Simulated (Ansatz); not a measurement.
**C2H5AlO: basis-set convergence**

The task here is to estimate one member of a computed series from the others.

Computed with Ansatz 0.2.0, Gaussian basis. Level: one geometry, several basis sets.

Plan: PBE0-D4/def2-SVP; ωB97M-V/def2-SVP; PBE0-D4/def2-QZVPP; ωB97M-V/def2-QZVPP; the functionals' def2-TZVPP values are taken from earlier runs.

## Structure used throughout

The geometry comes from an earlier relaxation with PBE0-D4 in a triple-zeta def2 set; it is a stationary point, not always the lowest conformer.

9 atoms, charge 0, spin multiplicity 1.

Atoms are counted from 1 here; the program's logs count them from 0.

Bond lengths: Al1–C2 1.947 Å, Al1–O4 1.966 Å, Al1–H5 1.581 Å, Al1–H6 1.585 Å, C2–C3 1.463 Å, C2–H7 1.086 Å, C3–O4 1.438 Å, C3–H8 1.086 Å, C3–H9 1.088 Å. Angles: C2–Al1–O4 47.1°, C2–Al1–H5 119.0°, C2–Al1–H6 115.5°, O4–Al1–H5 111.5°, O4–Al1–H6 109.2°, H5–Al1–H6 125.2°, Al1–C2–C3 100.3°, Al1–C2–H7 134.5°, C3–C2–H7 115.6°, C2–C3–O4 65.2°, C2–C3–H8 119.7°, C2–C3–H9 120.0°, O4–C3–H8 111.8°, O4–C3–H9 114.3°, H8–C3–H9 115.0° and more.

The first run:

File in.yaml:

```yaml
crystal:
  periodic: [false, false, false]
  atoms:
    - {symbol: Al, position_ang: [-0.418691, 1.301715, -0.428598]}
    - {symbol: C, position_ang: [-0.587656, -0.632975, -0.289916]}
    - {symbol: C, position_ang: [0.458489, -0.916375, 0.693115]}
    - {symbol: O, position_ang: [0.893820, -0.161442, -0.450310]}
    - {symbol: H, position_ang: [-0.552200, 1.982299, -1.849799]}
    - {symbol: H, position_ang: [-0.312082, 2.078540, 0.949335]}
    - {symbol: H, position_ang: [-0.797852, -1.431256, -0.996284]}
    - {symbol: H, position_ang: [0.916321, -1.901209, 0.724281]}
    - {symbol: H, position_ang: [0.488452, -0.365498, 1.631173]}
basis:
  gaussian: {orbitals: def2-SVP}
hamiltonian: {xc: pbe0, dispersion: d4}
output: {orbitals: {seedname: orbitals}}
```

Launch:

```sh
$ ansatz run in.yaml --threads 2 --pin off --events-out ev --progress --plain --max-ram 4352MiB
```

Steps of the session up to this table: PBE0-D4 in def2-SVP; ωB97M-V in def2-SVP; PBE0-D4 in def2-QZVPP; ωB97M-V in def2-QZVPP.

One of the session's tables, all rows but one given; the rest of the session is left out.

It belongs to the step «Functionals by basis». 

```
functional       basis  HOMO (eV)  LUMO (eV)
   PBE0-D4    def2-SVP      -7.94      -0.02
   PBE0-D4  def2-TZVPP          ?          ?
   PBE0-D4  def2-QZVPP      -7.95      -0.42
   ωB97M-V    def2-SVP     -10.22       1.66
   ωB97M-V  def2-TZVPP     -10.24       1.27
   ωB97M-V  def2-QZVPP     -10.25       0.77
```

**Question.** Estimate the row for PBE0-D4, def2-TZVPP.

**Answer.** HOMO (eV): -7.94; LUMO (eV): -0.25.
